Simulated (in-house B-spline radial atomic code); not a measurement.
**Ti⁴⁺: a fraction of an electron removed from 2p**

How does the BHandHLYP energy of Ti⁴⁺ change when part of an electron is removed from 2p?

Program: in-house B-spline radial atomic code version 1. Level of theory: scalar-relativistic (spin-free one-electron X2C) BHandHLYP, spin-polarised, spherical fractional occupations, Fermi nucleus, basis-set limit. These are calculated values, not measurements, unless marked.

**1. The system**

- element: titanium (Z = 22)
- charge: +4
- electrons: 18
- configuration: [Ne] 3s2 3p6
- Hamiltonian: scalar-relativistic (X2C)
- nucleus: Fermi, rms radius 3.592 fm

Outer shells as boxes (Hund's rule):

[Ne] 3s2 3p6
```
[Ne] core
3s [↑↓]
3p [↑↓][↑↓][↑↓]
```

Where spins are not typed, each open shell is filled with up spins first.

**2. The start, at fraction 0**

The run's settings:

```ini
Z = 22
electrons = 18.0
configuration = [Ne] 3s2 3p6
hamiltonian = x2c
method = bhandhlyp
spin_polarised = True
nucleus = fermi
rms_radius = 3.5921
mass_number = 48
atomic_mass = 47.947940677
speed_of_light = 137.035999084
```

Results of the run (chosen fields of its result record, rounded):

```text
{
  "status": "converged",
  "scf [iteration, energy, orbital gradient]": [
    [1, -845.056384622, 0.482],
    [2, -849.870357525, 0.15],
    [3, -850.302686729, 0.0538],
    [4, -850.358503586, 0.0204],
    [5, -850.365839034, 0.00539],
    [6, -850.36654855, 0.00021],
    [7, -850.366549373, 7.99e-06],
    [8, -850.366549373, 1.82e-07]
  ],
  "energy [hartree]": {"total": -850.366549373, "kinetic": 858.656710727, "nuclear": -1986.90336598, "coulomb": 318.722195154, "exact_exchange": -20.0102194145, "xc": -20.8318698575},
  "orbitals [hartree, bohr; up spins, the down spins are equal]": [
    ["name", "occ", "eps", "<r>", "<r^2>", "<1/r>", "r_max"],
    ["1s up", 1.0, -183.66036, 0.069302, 0.0064724, 22.022, 0.045268],
    ["2s up", 1.0, -22.761368, 0.32348, 0.12373, 4.5949, 0.26838],
    ["2p up", 3.0, -19.144241, 0.28907, 0.10294, 4.4576, 0.21952],
    ["3s up", 1.0, -4.5108697, 0.97457, 1.0883, 1.4417, 0.85602],
    ["3p up", 3.0, -3.4880181, 1.0293, 1.2328, 1.3219, 0.8815]
  ],
  "sum_r [bohr^k]": {"-1": 90.79433, "1": 10.64485, "2": 10.45149}
}
```

It took 0.27 s on 1 thread, shared host.

**3. 0.1 electron removed from 2p**

The settings differ from step 2 so:

```diff
@@ -1,4 +1,4 @@
 Z = 22
-electrons = 18.0
-configuration = [Ne] 3s2 3p6
+electrons = 17.9
+configuration = [He] 2s2 2p5.9 3s2 3p6
 hamiltonian = x2c
```

Result record:

```text
{
  "status": "converged",
  "iterations": 9,
  "energy [hartree]": {"total": -848.443878117, "kinetic": 856.734093823, "nuclear": -1980.15907651, "coulomb": 315.52053672, "exact_exchange": -19.8236644756, "xc": -20.715767672},
  "orbitals [hartree, bohr; first row names the columns]": [
    ["name", "occ", "eps", "<r>"],
    ["1s up", 1.0, -183.97372, 0.0693],
    ["1s down", 1.0, -183.95612, 0.069293],
    ["2s up", 1.0, -22.983163, 0.32292],
    ["2s down", 1.0, -22.945362, 0.32306],
    ["2p up", 3.0, -19.383123, 0.28834],
    ["2p down", 2.9, -19.309317, 0.2886],
    ["3s up", 1.0, -4.6096741, 0.96933],
    ["3s down", 1.0, -4.6069306, 0.96976],
    ["3p up", 3.0, -3.5840137, 1.0215],
    ["3p down", 3.0, -3.5807661, 1.0222]
  ],
  "sum_r [bohr^k]": {"-1": 90.488, "1": 10.55664, "2": 10.3057},
  "energy_minus_base [hartree]": 1.92267126
}
```

Wall time 0.15 s (1 thread, shared host).

energy_minus_base is the energy less that of the reference run.

**4. 0.22 electron removed from 2p**

The settings differ from step 3 so:

```diff
@@ -1,4 +1,4 @@
 Z = 22
-electrons = 17.9
-configuration = [He] 2s2 2p5.9 3s2 3p6
+electrons = 17.78
+configuration = [He] 2s2 2p5.78 3s2 3p6
 hamiltonian = x2c
```

Result record:

```text
{
  "status": "converged",
  "iterations": 9,
  "energy [hartree]": {"total": -846.114823156, "kinetic": 854.405050225, "nuclear": -1972.02098171, "coulomb": 311.684672134, "exact_exchange": -19.6066828184, "xc": -20.5768809902},
  "orbitals [hartree, bohr; first row names the columns]": [
    ["name", "occ", "eps", "<r>"],
    ["1s up", 1.0, -184.35177, 0.069297],
    ["1s down", 1.0, -184.31286, 0.069282],
    ["2s up", 1.0, -23.25066, 0.32225],
    ["2s down", 1.0, -23.167206, 0.32255],
    ["2p up", 3.0, -19.671354, 0.28748],
    ["2p down", 2.78, -19.508453, 0.28803],
    ["3s up", 1.0, -4.7292366, 0.96314],
    ["3s down", 1.0, -4.7231415, 0.96406],
    ["3p up", 3.0, -3.7004021, 1.0123],
    ["3p down", 3.0, -3.6931509, 1.0139]
  ],
  "sum_r [bohr^k]": {"-1": 90.11837, "1": 10.45229, "2": 10.13544},
  "energy_minus_base [hartree]": 4.25172622
}
```

Run time: 0.15 s. Hardware: 1 thread, shared host.

**5. 0.28 electron removed from 2p**

The settings differ from step 4 so:

```diff
@@ -1,4 +1,4 @@
 Z = 22
-electrons = 17.78
-configuration = [He] 2s2 2p5.78 3s2 3p6
+electrons = 17.72
+configuration = [He] 2s2 2p5.72 3s2 3p6
 hamiltonian = x2c
```

Result record:

```text
{
  "status": "converged",
  "iterations": 9,
  "energy [hartree]": {"total": -844.94131767, "kinetic": 853.231535252, "nuclear": -1967.93361311, "coulomb": 309.769412516, "exact_exchange": -19.5010252372, "xc": -20.5076270954},
  "orbitals [hartree, bohr; first row names the columns]": [
    ["name", "occ", "eps", "<r>"],
    ["1s up", 1.0, -184.54162, 0.069296],
    ["1s down", 1.0, -184.49199, 0.069276],
    ["2s up", 1.0, -23.384955, 0.32191],
    ["2s down", 1.0, -23.278553, 0.3223],
    ["2p up", 3.0, -19.816109, 0.28705],
    ["2p down", 2.72, -19.608443, 0.28775],
    ["3s up", 1.0, -4.7894232, 0.96009],
    ["3s down", 1.0, -4.7816279, 0.96125],
    ["3p up", 3.0, -3.7590818, 1.0078],
    ["3p down", 3.0, -3.7497852, 1.0097]
  ],
  "sum_r [bohr^k]": {"-1": 89.93273, "1": 10.40071, "2": 10.05216},
  "energy_minus_base [hartree]": 5.4252317
}
```

Run time: 0.15 s. Hardware: 1 thread, shared host.

**6. 0.4 electron removed from 2p**

The settings differ from step 5 so:

```diff
@@ -1,4 +1,4 @@
 Z = 22
-electrons = 17.72
-configuration = [He] 2s2 2p5.72 3s2 3p6
+electrons = 17.6
+configuration = [He] 2s2 2p5.6 3s2 3p6
 hamiltonian = x2c
```

Result record:

```text
{
  "status": "converged",
  "iterations": 9,
  "energy [hartree]": {"total": -842.576267101, "kinetic": 850.866434906, "nuclear": -1959.72235294, "coulomb": 305.9445857, "exact_exchange": -19.2954125364, "xc": -20.36952223},
  "orbitals [hartree, bohr; first row names the columns]": [
    ["name", "occ", "eps", "<r>"],
    ["1s up", 1.0, -184.92295, 0.069294],
    ["1s down", 1.0, -184.85173, 0.069265],
    ["2s up", 1.0, -23.654627, 0.32124],
    ["2s down", 1.0, -23.502085, 0.3218],
    ["2p up", 3.0, -20.106889, 0.2862],
    ["2p down", 2.6, -19.809253, 0.28719],
    ["3s up", 1.0, -4.9106015, 0.95406],
    ["3s down", 1.0, -4.8993569, 0.95569],
    ["3p up", 3.0, -3.8774065, 0.999],
    ["3p down", 3.0, -3.863932, 1.0017]
  ],
  "sum_r [bohr^k]": {"-1": 89.55977, "1": 10.2987, "2": 9.889139},
  "energy_minus_base [hartree]": 7.79028227
}
```

Run time: 0.16 s. Hardware: 1 thread, shared host.

**7. 0.5 electron removed from 2p**

The settings differ from step 6 so:

```diff
@@ -1,4 +1,4 @@
 Z = 22
-electrons = 17.6
-configuration = [He] 2s2 2p5.6 3s2 3p6
+electrons = 17.5
+configuration = [He] 2s2 2p5.5 3s2 3p6
 hamiltonian = x2c
```

Result record:

```text
{
  "status": "converged",
  "iterations": 9,
  "energy [hartree]": {"total": -840.586939336, "kinetic": 848.877034975, "nuclear": -1952.84254846, "coulomb": 302.76335357, "exact_exchange": -19.1299108171, "xc": -20.254868599},
  "orbitals [hartree, bohr; first row names the columns]": [
    ["name", "occ", "eps", "<r>"],
    ["1s up", 1.0, -185.24239, 0.069292],
    ["1s down", 1.0, -185.15303, 0.069256],
    ["2s up", 1.0, -23.88045, 0.32069],
    ["2s down", 1.0, -23.689204, 0.32138],
    ["2p up", 3.0, -20.350494, 0.28549],
    ["2p down", 2.5, -19.977429, 0.28673],
    ["3s up", 1.0, -5.0123983, 0.94911],
    ["3s down", 1.0, -4.9982292, 0.95113],
    ["3p up", 3.0, -3.976988, 0.9918],
    ["3p down", 3.0, -3.9599432, 0.99509]
  ],
  "sum_r [bohr^k]": {"-1": 89.24729, "1": 10.21484, "2": 9.756785},
  "energy_minus_base [hartree]": 9.77961004
}
```

Run time: 0.16 s. Hardware: 1 thread, shared host.

**8. 0.52 electron removed from 2p**

The settings differ from step 7 so:

```diff
@@ -1,4 +1,4 @@
 Z = 22
-electrons = 17.5
-configuration = [He] 2s2 2p5.5 3s2 3p6
+electrons = 17.48
+configuration = [He] 2s2 2p5.48 3s2 3p6
 hamiltonian = x2c
```

Result record:

```text
{
  "status": "converged",
  "iterations": 9,
  "energy [hartree]": {"total": -840.187053419, "kinetic": 848.477131583, "nuclear": -1951.46255202, "coulomb": 302.12780543, "exact_exchange": -19.0974509946, "xc": -20.231987419},
  "orbitals [hartree, bohr; first row names the columns]": [
    ["name", "occ", "eps", "<r>"],
    ["1s up", 1.0, -185.30646, 0.069291],
    ["1s down", 1.0, -185.21345, 0.069254],
    ["2s up", 1.0, -23.925733, 0.32058],
    ["2s down", 1.0, -23.726718, 0.3213],
    ["2p up", 3.0, -20.399354, 0.28535],
    ["2p down", 2.48, -20.011155, 0.28664],
    ["3s up", 1.0, -5.0328461, 0.94813],
    ["3s down", 1.0, -5.0180866, 0.95022],
    ["3p up", 3.0, -3.9970105, 0.99038],
    ["3p down", 3.0, -3.979242, 0.99379]
  ],
  "sum_r [bohr^k]": {"-1": 89.18462, "1": 10.19819, "2": 9.730684},
  "energy_minus_base [hartree]": 10.179496
}
```

Wall time 0.16 s (1 thread, shared host).

**9. 0.74 electron removed from 2p**

The settings differ from step 8 so:

```diff
@@ -1,4 +1,4 @@
 Z = 22
-electrons = 17.48
-configuration = [He] 2s2 2p5.48 3s2 3p6
+electrons = 17.259999999999998
+configuration = [He] 2s2 2p5.26 3s2 3p6
 hamiltonian = x2c
```

Result record:

```text
{
  "status": "converged",
  "iterations": 9,
  "energy [hartree]": {"total": -835.743642448, "kinetic": 844.033455431, "nuclear": -1936.19412134, "coulomb": 295.153062452, "exact_exchange": -18.7545834499, "xc": -19.9814555436},
  "orbitals [hartree, bohr; first row names the columns]": [
    ["name", "occ", "eps", "<r>"],
    ["1s up", 1.0, -186.01519, 0.069286],
    ["1s down", 1.0, -185.88173, 0.069234],
    ["2s up", 1.0, -24.426443, 0.31937],
    ["2s down", 1.0, -24.141346, 0.32039],
    ["2p up", 3.0, -20.939872, 0.28382],
    ["2p down", 2.26, -20.384081, 0.28562],
    ["3s up", 1.0, -5.2597037, 0.93752],
    ["3s down", 1.0, -5.238329, 0.94041],
    ["3p up", 3.0, -4.2195783, 0.97508],
    ["3p down", 3.0, -4.1936356, 0.97975]
  ],
  "sum_r [bohr^k]": {"-1": 88.49112, "1": 10.01766, "2": 9.451376},
  "energy_minus_base [hartree]": 14.6229069
}
```

Run time: 0.15 s. Hardware: 1 thread, shared host.

**10. 0.8 electron removed from 2p**

The settings differ from step 9 so:

```diff
@@ -1,4 +1,4 @@
 Z = 22
-electrons = 17.259999999999998
-configuration = [He] 2s2 2p5.26 3s2 3p6
+electrons = 17.2
+configuration = [He] 2s2 2p5.2 3s2 3p6
 hamiltonian = x2c
```

Result record:

```text
{
  "status": "converged",
  "iterations": 9,
  "energy [hartree]": {"total": -834.517529587, "kinetic": 842.807248805, "nuclear": -1932.00194226, "coulomb": 293.256299551, "exact_exchange": -18.6656170741, "xc": -19.9135186057},
  "orbitals [hartree, bohr; first row names the columns]": [
    ["name", "occ", "eps", "<r>"],
    ["1s up", 1.0, -186.20973, 0.069285],
    ["1s down", 1.0, -186.06512, 0.069228],
    ["2s up", 1.0, -24.563819, 0.31905],
    ["2s down", 1.0, -24.255042, 0.32014],
    ["2p up", 3.0, -21.088251, 0.28341],
    ["2p down", 2.2, -20.486398, 0.28534],
    ["3s up", 1.0, -5.3221846, 0.93469],
    ["3s down", 1.0, -5.2989672, 0.93779],
    ["3p up", 3.0, -4.2810127, 0.97101],
    ["3p down", 3.0, -4.2527731, 0.97601]
  ],
  "sum_r [bohr^k]": {"-1": 88.30072, "1": 9.969236, "2": 9.377594},
  "energy_minus_base [hartree]": 15.8490198
}
```

Run time: 0.15 s. Hardware: 1 thread, shared host.

**11. 0.93 electron removed from 2p**

The settings differ from step 10 so:

```diff
@@ -1,4 +1,4 @@
 Z = 22
-electrons = 17.2
-configuration = [He] 2s2 2p5.2 3s2 3p6
+electrons = 17.07
+configuration = [He] 2s2 2p5.07 3s2 3p6
 hamiltonian = x2c
```

Result record:

```text
{
  "status": "converged",
  "iterations": 9,
  "energy [hartree]": {"total": -831.839843887, "kinetic": 840.129331666, "nuclear": -1922.87780099, "coulomb": 289.15515439, "exact_exchange": -18.4795915078, "xc": -19.7669374463},
  "orbitals [hartree, bohr; first row names the columns]": [
    ["name", "occ", "eps", "<r>"],
    ["1s up", 1.0, -186.63308, 0.069282],
    ["1s down", 1.0, -186.46414, 0.069216],
    ["2s up", 1.0, -24.862658, 0.31834],
    ["2s down", 1.0, -24.502272, 0.31961],
    ["2p up", 3.0, -21.411144, 0.28252],
    ["2p down", 2.07, -20.708964, 0.28475],
    ["3s up", 1.0, -5.4584502, 0.92862],
    ["3s down", 1.0, -5.4311835, 0.93216],
    ["3p up", 3.0, -4.4151918, 0.96236],
    ["3p down", 3.0, -4.3818762, 0.96805]
  ],
  "sum_r [bohr^k]": {"-1": 87.8863, "1": 9.865458, "2": 9.221085},
  "energy_minus_base [hartree]": 18.5267055
}
```

It took 0.15 s on 1 thread, shared host.

**12. 1 electron removed from 2p**

The settings differ from step 11 so:

```diff
@@ -1,4 +1,4 @@
 Z = 22
-electrons = 17.07
-configuration = [He] 2s2 2p5.07 3s2 3p6
+electrons = 17.0
+configuration = [He] 2s2 2p5 3s2 3p6
 hamiltonian = x2c
```

Result record:

```text
{
  "status": "converged",
  "iterations": 9,
  "energy [hartree]": {"total": -830.386006615, "kinetic": 838.675354842, "nuclear": -1917.9415754, "coulomb": 286.951848853, "exact_exchange": -18.3832612333, "xc": -19.688373673},
  "orbitals [hartree, bohr; first row names the columns]": [
    ["name", "occ", "eps", "<r>"],
    ["1s up", 1.0, -186.86207, 0.069281],
    ["1s down", 1.0, -186.67994, 0.069209],
    ["2s up", 1.0, -25.024242, 0.31796],
    ["2s down", 1.0, -24.635892, 0.31932],
    ["2p up", 3.0, -21.585802, 0.28205],
    ["2p down", 2.0, -20.829298, 0.28443],
    ["3s up", 1.0, -5.5323259, 0.9254],
    ["3s down", 1.0, -5.5028467, 0.92917],
    ["3p up", 3.0, -4.4880463, 0.95779],
    ["3p down", 3.0, -4.4519413, 0.96383]
  ],
  "sum_r [bohr^k]": {"-1": 87.66209, "1": 9.810212, "2": 9.138653},
  "energy_minus_base [hartree]": 19.9805428
}
```

Wall time 0.15 s (1 thread, shared host).

**13. Energy against the fraction**

| fraction | energy change (eV) | less the straight line (eV) | level 2p down (eV) | sum of <r²> (bohr²) |
| --- | --- | --- | --- | --- |
| 0 | 0.0000 | 0.0000 | -520.94 | 10.451 |
| 0.1 | 52.3186 | -2.0513 | -525.43 | 10.306 |
| 0.22 | 115.6954 | -3.9183 | -530.85 | 10.135 |
| 0.28 | 147.6281 | -4.6074 | -533.57 | 10.052 |
| 0.4 | 211.9844 | -5.4949 | -539.04 | 9.8891 |
| 0.5 | 266.1167 | -5.7324 | -543.61 | 9.7568 |
| 0.52 | 276.9982 | -5.7249 | -544.53 | 9.7307 |
| 0.74 | 397.9096 | -4.4271 | -554.68 | 9.4514 |
| 0.8 | 431.2738 | -3.6848 | -557.46 | 9.3776 |
| 0.93 | 504.1373 | -1.5020 | -563.52 | 9.2211 |
| 1 | 543.6983 | 0.0000 | -566.79 | 9.1387 |

**Reading.** From fraction 0 to 1 the energy changes by 543.698 eV. It sags under the straight line by up to 5.73 eV (at 0.5). Slater's transition state, the slope from the orbital energy at fraction 0.5 (Janak's theorem), gives 543.614 eV for the whole step. Here exact exchange is taken at spherical fractional occupations, which leaves self-interaction in open p, d and f shells; that spoils the energies somewhat, at whole numbers too.
